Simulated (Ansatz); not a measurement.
# Cl2H4O3W: the cost of one run

All numbers below are computed with Ansatz 0.2.0 (RKS PBE/def2-SVP).

**1. The system as given**

Bond lengths: W1–Cl2 2.590 Å, W1–H3 1.920 Å, W1–O4 1.940 Å, O4–H5 1.010 Å, W1–Cl6 2.390 Å, W1–O7 1.940 Å, O7–H8 1.010 Å, W1–O9 1.940 Å, O9–H10 1.010 Å. Angles (14 of 18 angles, heavy atoms first): Cl2–W1–O4 90.0°, Cl2–W1–Cl6 115.6°, Cl2–W1–O7 90.0°, Cl2–W1–O9 154.4°, O4–W1–Cl6 90.0°, O4–W1–O7 180.0°, O4–W1–O9 90.0°, Cl6–W1–O7 90.0°, Cl6–W1–O9 90.0°, O7–W1–O9 90.0°, Cl2–W1–H3 46.0°, H3–W1–O4 90.0°, H3–W1–Cl6 161.6°, H3–W1–O7 90.0°.

As a file:

```xyz
10

W     0.0000    0.0000    0.0000
Cl    1.1194    0.0000    2.3356
H     1.8219    0.0000    0.6057
O     0.0000    1.9400    0.0000
H    -0.6343    2.2771   -0.7100
Cl   -2.3900    0.0000    0.0000
O     0.0000   -1.9400    0.0000
H     0.3816   -2.2771    0.8723
O     0.0000    0.0000   -1.9400
H     0.5278    0.7924   -2.2771
```

**2. Pulling towards end A**

Springs on the bonds that form and break draw the guess towards this end; the thresholds are loose.

input.yaml reads:

```yaml
crystal:
  periodic: [false, false, false]
  atoms:
    - { symbol: W, position_ang: [0.0, 0.0, 0.0] }
    - { symbol: Cl, position_ang: [1.1194, 0.0, 2.3356] }
    - { symbol: H, position_ang: [1.8219, 0.0, 0.6057] }
    - { symbol: O, position_ang: [0.0, 1.94, 0.0] }
    - { symbol: H, position_ang: [-0.6343, 2.2771, -0.71] }
    - { symbol: Cl, position_ang: [-2.39, 0.0, 0.0] }
    - { symbol: O, position_ang: [0.0, -1.94, 0.0] }
    - { symbol: H, position_ang: [0.3816, -2.2771, 0.8723] }
    - { symbol: O, position_ang: [0.0, 0.0, -1.94] }
    - { symbol: H, position_ang: [0.5278, 0.7924, -2.2771] }
basis:
  gaussian: { orbitals: def2-SVP }
hamiltonian:
  xc: pbe
relax:
  f_tol: 0.15
  max_steps: 25
  restrain:
    - { distance: [1, 2], at: 2.57, k: 30.0 }
    - { distance: [0, 1], at: 2.39, k: 30.0 }
    - { distance: [0, 2], at: 1.72, k: 30.0 }
output:
  orbitals: {}
```

Started as:

```sh
ansatz run input.yaml --threads 4 --pin off --max-ram 5120MiB --backend cpu --events-out ev --progress --plain --runs-dir out
```

What time and memory should one allow on 4 threads of Arm Neoverse V2, shared host?

About 27 s, with a peak of 0.2 GiB.
